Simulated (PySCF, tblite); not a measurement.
# C5H7BF3 radical: geometry, infrared bands and EPR parameters

Wanted: the infrared bands and EPR parameters of C5H7BF3 radical (`CB/C=C\[CH]C(F)(F)F`), by calculation.

The runs use tblite 0.8.0 and PySCF 2.14.0, with density-fitted response routines of our own; the level of theory stands in each step. All values are computed, except where a source is named. Atoms are numbered from 0 throughout.

## Step 1: The molecule as given

16 atoms, charge 0, multiplicity 2; geometry from: force field or distance geometry start.

Bonds of the start (Å): C0–B1 1.60, B1–C2 1.56, C2–C3 1.33, C3–C4 1.50, C4–C5 1.52, C5–F6 1.40, C5–F7 1.38, C5–F8 1.39, C0–H9 1.12, C0–H10 1.10, C0–H11 1.11, B1–H12 1.17, C2–H13 1.11, C3–H14 1.10, C4–H15 1.11.

## Step 2: Optimising the geometry with GFN2-xTB

What the job is given:

```
{"job": {"kind": "relax", "xc": "GFN2-xTB", "basis": "xTB"}, "charge": 0, "multiplicity": 2}
C      2.560200     0.324700     0.729600
B      1.434900     0.488500    -0.400200
C      0.536000    -0.688900    -0.876100
C     -0.645200    -0.968400    -0.324900
C     -1.159400    -0.185600     0.842900
C     -2.467900     0.521000     0.530600
F     -2.920700     1.223800     1.654700
F     -2.354700     1.375000    -0.550500
F     -3.403400    -0.477900     0.317300
H      3.077900     1.305500     0.888100
H      3.324600    -0.388600     0.381400
H      2.136000     0.062000     1.725400
H      1.546000     1.414500    -1.102100
H      0.866500    -1.303900    -1.733200
H     -1.227300    -1.808000    -0.721500
H     -1.311200    -0.884800     1.697100
```

The run is started by

```sh
OMP_NUM_THREADS=1 python probes_run.py task.json out
```

The driver reads the jobs from task.json and runs them one after another.

**Question.** This job is followed by: GFN2-xTB harmonic vibrations, gas phase; UKS B3LYP, pcH-1 on B C F H, non-relativistic, mean-field spin-orbit, GIAO. Predict these results of the whole session: strongest single infrared mode (GFN2-xTB); zero-point energy (GFN2-xTB); g(iso) (B3LYP); ⟨S²⟩; largest a(iso) (averaged by class); potential on the surface of density 0.002 e/bohr³, 1st and 99th percentile.

As calculated:

| quantity | value |
| --- | --- |
| strongest single infrared mode (GFN2-xTB) | 993 cm⁻¹, 334 km/mol |
| zero-point energy (GFN2-xTB) | 68.0 kcal/mol |
| g(iso) (B3LYP) | 2.00247 |
| ⟨S²⟩ | 0.774 (exact 0.75) |
| largest a(iso) (averaged by class) | 13C on C4, 48.1 MHz |
| potential on the surface of density 0.002 e/bohr³, 1st and 99th percentile | -0.67 V and 1.38 V |

Relaxing lowered the energy by 1.711 eV in 139 steps; the close pair that moved most is C3–C4, from 1.497 to 1.364 Å. No mode is imaginary among the 42: a minimum at this level. The strongest single mode, at 993 cm⁻¹, moves mainly C5. Unscaled tight-binding wavenumbers are off by several per cent, some by more. Its intensities can rank the bands wrongly. The largest spin populations lie on C2 (0.64 e), C4 (0.55 e). The isotropic g lies 0.2 ppt above the free-electron value. These values are for one conformer; the search (at its own cheap level) found 2 more, at 0.47, 1.76 kcal/mol, and measured spectra average over such forms.
